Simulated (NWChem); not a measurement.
# UB3LYP/def2-QZVPP (core potential) run of SbH2 (SMILES [SbH2])

What is the electronic atomisation energy of SbH2 at UB3LYP/def2-QZVPP (core potential)? 

The calculation is run with NWChem 7.3.0.

**1. The structure to begin with**

SbH2: 3 atoms, total charge 0, spin state doublet. SMILES: `[SbH2]`. The shape is that of a PBE0-D4/def2-TZVP optimisation.

Bond lengths: Sb1–H2 1.711 Å, Sb1–H3 1.711 Å. Angles: H2–Sb1–H3 90.3°.

**2. A single-point energy at UB3LYP/def2-QZVPP (core potential)**

h2sb.nw

```
start h2sb
title "H2Sb"
memory total 2200 mb

geometry units angstroms noautosym nocenter noautoz
   Sb    0.659800   -0.346300    0.315700
   H     0.046700    1.244200    0.163200
   H    -0.717300   -0.962700   -0.492100
end

basis spherical bse
   * library def2-QZVPP
end

ecp bse
   Sb library def2-QZVPP
end

dft
   xc b3lyp
   mult 2
   grid fine
   convergence energy 1e-08
   iterations 100
   mulliken
   noprint "final vectors analysis"
end

task dft
```

Launch:

```console
$ nwchem h2sb.nw > h2sb.out
```

Log:

```text
[...]
          Wavefunction type:  spin polarized.
          No. of atoms     :     3
          No. of electrons :    25
[...]
          Charge           :     0
          Spin multiplicity:     2
[...]
          AO basis - number of functions:   142
[...]
              XC Information
              --------------
                         B3LYP Method XC Potential
                     Hartree-Fock (Exact) Exchange  0.200
                        Slater Exchange Functional  0.800 local
                    Becke 1988 Exchange Functional  0.720 non-local
              Lee-Yang-Parr Correlation Functional  0.810
                  VWN I RPA Correlation Functional  0.190 local
[...]
 d= 0,ls=0.0,diis     1   -241.4914849821 -2.56D+02  1.68D-03  3.77D-02     9.1
[...]
 d= 0,ls=0.0,diis     9   -241.5070562734 -4.93D-09  3.93D-07  1.93D-09    64.2
[...]
         Total DFT energy =     -241.507056273402
      One electron energy =     -449.741668803767
           Coulomb energy =      213.962616808349
    Exchange-Corr. energy =      -20.169758226727
 Nuclear repulsion energy =       14.441753948744
[...]
      Total Density - Mulliken Population Analysis
     ---------------------------------------------
    Atom       Charge   Shell Charges
 -----------   ------   -------------------------------------------------------
    1 Sb  23    22.79   0.02  0.60  1.25  0.16  0.75  0.89  0.17  5.64 -0.03  0.55  1.22  1.21  0.30  8.98  0.88  0.17  0.02  0.00  0.00  0.01  0.01  0.00
    2 H    1     1.11   0.11  0.33  0.49  0.16  0.00  0.01  0.02  0.00  0.00  0.00
    3 H    1     1.11   0.11  0.33  0.49  0.16  0.00  0.01  0.02  0.00  0.00  0.00
[...]
      <S2> =      0.7531 (Exact =     0.7500)
[...]
```

Wall time 65 s (1 thread of Intel Xeon Platinum 8488C (Sapphire Rapids), shared host); peak memory 0.15 GiB.

**3. The H atom, same level**

test.xyz

```xyz
1

H      0.000000     0.000000     0.000000
```

test.nw

```
start test
memory stack 880 mb heap 220 mb global 1100 mb
charge 0

geometry units angstroms noautosym nocenter noautoz
  load test.xyz
end

basis spherical bse
  * library def2-QZVPP
end

dft
  xc b3lyp
  mult 2
  grid fine
  convergence energy 1e-08
  maxiter 100
  mulliken
  print low
end

task dft energy
```

Run the same way, it converges to -0.50241 Eh (log not shown).

**4. The Sb atom, same level**

sb.xyz

```xyz
1

Sb     0.000000     0.000000     0.000000
```

sb.nw

```
start sb
memory total 2200 mb

geometry noautosym nocenter noautoz
   load format xyz sb.xyz
end

basis spherical bse
   Sb library def2-QZVPP
end

ecp bse
   Sb library def2-QZVPP
end

dft
   xc b3lyp
   mult 4
   grid fine
   convergence energy 1e-08
   maxiter 100
   mulliken
   print low
end

task dft energy
```

Run the same way, it converges to -240.29468 Eh (log not shown).

**5. What came out**

At UB3LYP/def2-QZVPP (core potential):

| quantity | value |
| --- | --- |
| molecule: total energy | -241.50706 Eh |
| molecule: dipole moment | 0.37 D |
| molecule: ⟨S²⟩ | 0.753 |
| H atom: total energy | -0.50241 Eh |
| H atom: ⟨S²⟩ | 0.750 |
| Sb atom: total energy | -240.29468 Eh |
| Sb atom: ⟨S²⟩ | 3.751 |
| electronic atomisation energy | 5.648 eV |

Taking the molecule apart into free atoms costs 5.65 eV (130 kcal/mol), before zero-point energy and without spin-orbit coupling. Mulliken charges (molecule) run from -0.11 on H2 to +0.21 on Sb1; in a basis this large or diffuse they mean little.
